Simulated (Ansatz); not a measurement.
**C2H7NO3W: how energies converge with the basis set**

An exercise on one series of results from a longer session: the logs are not shown, and one member is left open.

Method: one geometry, several basis sets; program: Ansatz 0.2.0, Gaussian basis.

Levels to be run: PBE0-D4/def2-SVP; ωB97M-V/def2-SVP; PBE0-D4/def2-QZVPP; ωB97M-V/def2-QZVPP; the functionals' def2-TZVPP values are taken from earlier runs.

1 further run of the same task is left out (for a known fault of the program).

### The geometry

The geometry comes from an earlier relaxation with PBE0-D4 in a triple-zeta def2 set; it is a stationary point, not always the lowest conformer. W takes the def2 core potential; no spin-orbit term is included.

SMILES `C[N]=[W](=[O])([OH])[O]C`, 14 atoms, charge 0, spin multiplicity 1.

Atoms are counted from 1 here; the program's logs count them from 0.

Bond lengths: C1–N2 1.420 Å, C1–H8 1.095 Å, C1–H9 1.095 Å, C1–H10 1.096 Å, N2–W3 1.749 Å, W3–O4 1.713 Å, W3–O5 1.900 Å, W3–O6 1.874 Å, O5–H11 0.958 Å, O6–C7 1.404 Å, C7–H12 1.094 Å, C7–H13 1.094 Å, C7–H14 1.093 Å. Angles: N2–C1–H8 110.3°, N2–C1–H9 110.4°, N2–C1–H10 111.7°, H8–C1–H9 107.4°, H8–C1–H10 108.5°, H9–C1–H10 108.4°, C1–N2–W3 153.8°, N2–W3–O4 108.8°, N2–W3–O5 108.9°, N2–W3–O6 108.1°, O4–W3–O5 109.9°, O4–W3–O6 109.9°, O5–W3–O6 111.2°, W3–O5–H11 123.7°, W3–O6–C7 137.5°, O6–C7–H12 109.6°, O6–C7–H13 111.2°, O6–C7–H14 109.0° and more.

The first run:

File in.yaml:

```yaml
crystal:
  periodic: [false, false, false]
  atoms:
    - {symbol: C, position_ang: [-0.480199, 0.645520, 2.234881]}
    - {symbol: N, position_ang: [-0.593535, 0.320824, 0.857072]}
    - {symbol: W, position_ang: [-0.552557, 0.693794, -0.851658]}
    - {symbol: O, position_ang: [-0.172520, 2.352702, -1.046100]}
    - {symbol: O, position_ang: [-2.260601, 0.330537, -1.601573]}
    - {symbol: O, position_ang: [0.775987, -0.362253, -1.647024]}
    - {symbol: C, position_ang: [1.714042, -1.324274, -1.241577]}
    - {symbol: H, position_ang: [-1.416841, 0.422166, 2.756274]}
    - {symbol: H, position_ang: [0.306711, 0.046188, 2.704236]}
    - {symbol: H, position_ang: [-0.244317, 1.705175, 2.383653]}
    - {symbol: H, position_ang: [-2.974940, -0.086867, -1.118350]}
    - {symbol: H, position_ang: [2.717828, -0.890861, -1.262952]}
    - {symbol: H, position_ang: [1.499725, -1.684691, -0.230945]}
    - {symbol: H, position_ang: [1.681195, -2.167950, -1.935927]}
basis:
  gaussian: {orbitals: def2-SVP}
hamiltonian: {xc: pbe0, dispersion: d4}
output: {orbitals: {seedname: orbitals}}
```

On the command line:

```console
$ ansatz run in.yaml --threads 2 --pin off --events-out ev --progress --plain --max-ram 32768MiB --backend cpu
```

Steps of the session up to this table: PBE0-D4 in def2-SVP; ωB97M-V in def2-SVP; PBE0-D4 in def2-QZVPP; ωB97M-V in def2-QZVPP.

One table of the session follows, with a row left open; its other results are not shown here.

It belongs to the step «Density functionals: the series». 

```
functional       basis  HOMO (eV)
   PBE0-D4    def2-SVP      -7.37
   PBE0-D4  def2-TZVPP          ?
   PBE0-D4  def2-QZVPP      -7.44
   ωB97M-V    def2-SVP      -9.63
   ωB97M-V  def2-TZVPP      -9.68
   ωB97M-V  def2-QZVPP      -9.70
```

Q: Estimate the row for PBE0-D4, def2-TZVPP from the others.

The run gave: HOMO (eV): -7.42. In the column «HOMO (eV)» it lies between PBE0-D4, def2-QZVPP (-7.44) and PBE0-D4, def2-SVP (-7.37).
